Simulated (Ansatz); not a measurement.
The system is Ge2Sb2Te5.

```
Te Sb Ge
1.0
     6.83914   -3.06601    0.00000
     6.83914    3.06601    0.00000
    -6.83098    0.00000    6.84761
Te Sb Ge
5 2 2
Direct
  0.59470 0.59470 0.38643
  0.79529 0.79529 0.19611
  0.00832 0.00832 0.00643
  0.20652 0.20652 0.80980
  0.39996 0.39996 0.59712
  0.90171 0.90171 0.58787
  0.11187 0.11187 0.41735
  0.28429 0.28429 0.18783
  0.49734 0.49734 0.01104
```

The cell comes from a database or a generator and needn't be the stable form of this composition.

Base run:

| Quantity | Value |
| --- | --- |
| Program | Ansatz 0.2.0 |
| Functional | r2SCAN |
| Potentials or basis | Ansatz PAW |
| Cutoff | 500 eV |
| Density cutoff | 2000 eV |
| k mesh | 5 × 5 × 4 |
| Occupations | fermi-dirac, width 0.05 eV |
| Spin | no spin polarisation |

Its results: band gap on the k mesh 0.26 eV, indirect (least direct gap 0.34 eV); pressure -1.0 GPa; largest force 0.299 eV/Å.

Task: The run is repeated on the same cell with these changes: functional from r2SCAN to PBEsol; cutoff from 500 eV to 420 eV; density cutoff from 2000 eV to 1680 eV. What comes out?

Result: Band gap on the k mesh 0.25 eV, indirect (least direct gap 0.33 eV); pressure -2.4 GPa; largest force 0.218 eV/Å.

Caveats: the k mesh misses the band edges, so the gap on the mesh is wider than the one along the path; spin-orbit coupling is left out, which moves the levels of the heavy elements; the PAW data sets come from PBE, with cores solved anew for the run's functional, which leaves a small shift of forces and pressure.

Not every run made on this cell is shown here.
